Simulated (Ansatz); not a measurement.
**ClGeH₂S radical: small, medium and large basis sets**

How large a basis does ClGeH₂S radical need? Two functionals are run in growing sets.

Method: one geometry, several basis sets; program: Ansatz 0.2.0, Gaussian basis.

The runs, in order: PBE0-D4/def2-SVP; ωB97M-V/def2-SVP; PBE0-D4/def2-QZVPP; ωB97M-V/def2-QZVPP; the functionals' def2-TZVPP values are taken from earlier runs.

### Step 1. The relaxed structure

All runs share one geometry, relaxed beforehand with PBE0-D4 in a triple-zeta def2 set.

5 atoms, charge 0, spin multiplicity 2.

Atoms are counted from 1 here; the program's logs count them from 0.

Bond lengths: S1–Ge2 2.217 Å, S1–H4 1.344 Å, Ge2–Cl3 2.167 Å, Ge2–H5 1.553 Å. Angles: Ge2–S1–H4 93.9°, S1–Ge2–Cl3 110.3°, S1–Ge2–H5 105.8°, Cl3–Ge2–H5 107.3°.

### Step 2. PBE0-D4 in def2-SVP

in.yaml reads:

```yaml
crystal:
  periodic: [false, false, false]
  atoms:
    - {symbol: S, position_ang: [-1.509889, 0.444975, 0.252908]}
    - {symbol: Ge, position_ang: [0.454465, -0.577132, 0.354024]}
    - {symbol: Cl, position_ang: [1.716849, 0.052887, -1.291114]}
    - {symbol: H, position_ang: [-1.733007, 0.086351, -1.022550]}
    - {symbol: H, position_ang: [1.121481, -0.080680, 1.665232]}
basis:
  gaussian: {orbitals: def2-SVP}
magnetization: {spin_polarized: true, initial_magnetization: 1}
hamiltonian: {xc: pbe0, dispersion: d4}
output: {orbitals: {seedname: orbitals}}
```

After this run come: ωB97M-V in def2-SVP; PBE0-D4 in def2-QZVPP; ωB97M-V in def2-QZVPP.

**Question.** What will the summary of the whole plan be? Wanted: PBE0-D4: double and triple zeta above quadruple; ωB97M-V: double and triple zeta above quadruple.

As calculated:

| quantity | value |
| --- | --- |
| PBE0-D4: double and triple zeta above quadruple | 17.22, 1.92 eV |
| ωB97M-V: double and triple zeta above quadruple | 17.06, 1.86 eV |

For PBE0-D4 the step from double to triple zeta gains 15.30 eV and the next only 1.92 eV. These are total energies; as a rule much of such shifts cancels in differences, which this series doesn't test.
